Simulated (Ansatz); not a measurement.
**C2H5AlS: a ladder of functionals and wavefunction methods**

How much do the methods differ for C2H5AlS? The plan is to run it at one geometry with functionals of several rungs and with coupled cluster. The yardstick is the atomisation energy at the CCSD(T) limit.

Method: functionals in def2-TZVPP, the program's frozen cores in correlated methods; program: Ansatz 0.2.0, Gaussian basis.

Levels to be run: LDA (SPW92), PBE-D4, revPBE-D4, BLYP-D4, r2SCAN-D4, B97M-V, PBE0-D4, B3LYP-D4, r2SCANh-D4, r2SCAN0-D4, HSE06-D4, BHLYP-D4, CAM-B3LYP-D4, LC-ωPBE, ωB97X-V, ωB97M-V, B2PLYP, PBE-QIDH; CCSD(T)/def2-SVP; CCSD(T)/def2-TZVPP; MP2/def2-QZVPP; extrapolation to the limit; RPA on PBE.

## Step 1: Structure used throughout

An earlier PBE0-D4 in a triple-zeta def2 set relaxation fixed the geometry.

9 atoms, charge 0, spin multiplicity 1.

Atoms are counted from 1 here; the program's logs count them from 0.

Bond lengths: C1–C2 1.340 Å, C1–H5 1.086 Å, C1–H6 1.089 Å, C2–Al3 1.942 Å, C2–S4 1.757 Å, Al3–H7 1.584 Å, Al3–H8 1.587 Å, S4–H9 1.342 Å. Angles: C2–C1–H5 120.3°, C2–C1–H6 123.6°, H5–C1–H6 116.1°, C1–C2–Al3 118.3°, C1–C2–S4 120.0°, Al3–C2–S4 121.6°, C2–Al3–H7 118.1°, C2–Al3–H8 118.7°, H7–Al3–H8 123.3°, C2–S4–H9 97.6°.

## Step 2: LDA

This LDA is Slater exchange with PW92 correlation.

Contents of in.yaml:

```yaml
crystal:
  periodic: [false, false, false]
  atoms:
    - {symbol: C, position_ang: [-0.051968, 1.292425, -0.845419]}
    - {symbol: C, position_ang: [-0.306524, 0.328564, 0.050707]}
    - {symbol: Al, position_ang: [0.856025, -1.226152, 0.087578]}
    - {symbol: S, position_ang: [-1.664976, 0.490081, 1.152987]}
    - {symbol: H, position_ang: [0.786454, 1.196973, -1.528514]}
    - {symbol: H, position_ang: [-0.647630, 2.198371, -0.942270]}
    - {symbol: H, position_ang: [2.057318, -1.282522, -0.943087]}
    - {symbol: H, position_ang: [0.558980, -2.374388, 1.142275]}
    - {symbol: H, position_ang: [-1.499280, -0.669552, 1.808543]}
basis:
  gaussian: {orbitals: def2-TZVPP}
hamiltonian: {xc: lda}
output: {orbitals: {seedname: orbitals}}
```

Launch:

```
$ ansatz run in.yaml --threads 2 --pin off --events-out ev --progress --plain --max-ram 4352MiB
```

After this run come: PBE-D4 (GGA); revPBE-D4 (GGA); BLYP-D4 (GGA); r2SCAN-D4 (meta-GGA); B97M-V (meta-GGA); B3LYP-D4 (hybrid); r2SCANh-D4 (hybrid); r2SCAN0-D4 (hybrid); HSE06-D4 (hybrid); BHLYP-D4 (hybrid); CAM-B3LYP-D4 (range-separated); LC-ωPBE (range-separated); ωB97X-V (range-separated); ωB97M-V (range-separated); B2PLYP (double hybrid); PBE-QIDH (double hybrid); CCSD(T) in def2-SVP; CCSD(T) in def2-TZVPP; MP2 in def2-QZVPP; RPA on PBE orbitals.

Before running them: what should the planned runs give, taken together? Wanted: atomisation energy, CCSD(T)/CBS; farthest beyond LDA; mean size of error, GGA; mean size of error, meta-GGA; mean size of error, hybrid; mean size of error, range-separated; mean size of error, double hybrid; gap, smallest and largest; T1 diagnostic.

**Answer**, as computed:

```
                               quantity                                                                                                   value
        atomisation energy, CCSD(T)/CBS                                                                                           3046.7 kJ/mol
 functionals within 15.2 kJ/mol (0.5 %)  revPBE-D4, BLYP-D4, r2SCAN-D4, PBE0-D4, B3LYP-D4, r2SCANh-D4, HSE06-D4, CAM-B3LYP-D4, ωB97X-V, ωB97M-V
                    farthest beyond LDA                                                                                 BHLYP-D4 (-81.0 kJ/mol)
                mean size of error, GGA                                                                                             24.6 kJ/mol
           mean size of error, meta-GGA                                                                                             29.8 kJ/mol
             mean size of error, hybrid                                                                                             21.3 kJ/mol
    mean size of error, range-separated                                                                                             12.9 kJ/mol
      mean size of error, double hybrid                                                                                             29.5 kJ/mol
              gap, smallest and largest                                                                2.82 eV (LDA (SPW92)), 9.34 eV (LC-ωPBE)
                          T1 diagnostic                                                                                                  0.0125
triples share of the correlation energy                                                                                                   4.4 %
```

What this shows: The LDA atomisation energy is off by 419.1 kJ/mol (14 %): it overbinds. PBE-D4 is off by +52.9 kJ/mol. Double hybrids carry the basis error of their MP2 part in triple zeta, and no dispersion term here, so their miss is partly the set-up's. Taken by rung, range-separated functionals do best (12.9 kJ/mol on average) and meta-GGA ones worst beyond LDA (29.8 kJ/mol). The reference freezes the cores and leaves out relativity and excitations past (T), so misses under about 15.2 kJ/mol can't be ranked. Hartree-Fock recovers 73 % of the binding; the rest is correlation. CCSD(T) in def2-SVP is off by -167.0 kJ/mol, so the small basis spoils what the method gains. The gap grows from 2.8 to 9.3 eV across the functionals, mostly with the share of exact exchange. The restricted reference is unstable towards a spin-broken one.
